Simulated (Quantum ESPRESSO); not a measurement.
Runs of Quantum ESPRESSO 7.5 on Au. The cell holds a sheet with vacuum, 1 atom: a = 2.662 Å, b = 2.662 Å, c = 23.800 Å, α = 90.00°, β = 90.00°, γ = 90.00°. The cell was built by a generator and needn't be a form met in nature.

| potentials or basis | cutoff (eV) | gap on the mesh (eV) | work function (eV) |
| --- | --- | --- | --- |
| PseudoDojo 0.4 SR PBE stringent | 1034 | none | 5.74 |
| SPMS 1.0 PBE | 925 | none | (a) |
| Ansatz NC SR PBE | 1034 | none | 5.73 |
| PseudoDojo 0.5 SR PBE stringent | 1034 | none | 5.74 |
| SSSP 1.3 efficiency PBE | 816 | none | 5.75 |
| PseudoDojo 0.5 SR PBE standard | 1034 | none | 5.74 |
| SG15 PBE 1.2 | 952 | none | 5.75 |
| PseudoDojo 0.4.1 SR PBE standard | 1034 | none | 5.74 |

Alike in all rows: task work function; level PBE; no spin polarisation; cell as given; k mesh 10 × 10 × 1; smearing fermi-dirac 0.05 eV.

Task: Fill in the values left out.

Result: (a) 5.76.

A k mesh can miss the band edges, and the runs leave out spin-orbit coupling on Au.

A gap of «none» marks a metal or a gap under the smearing width.
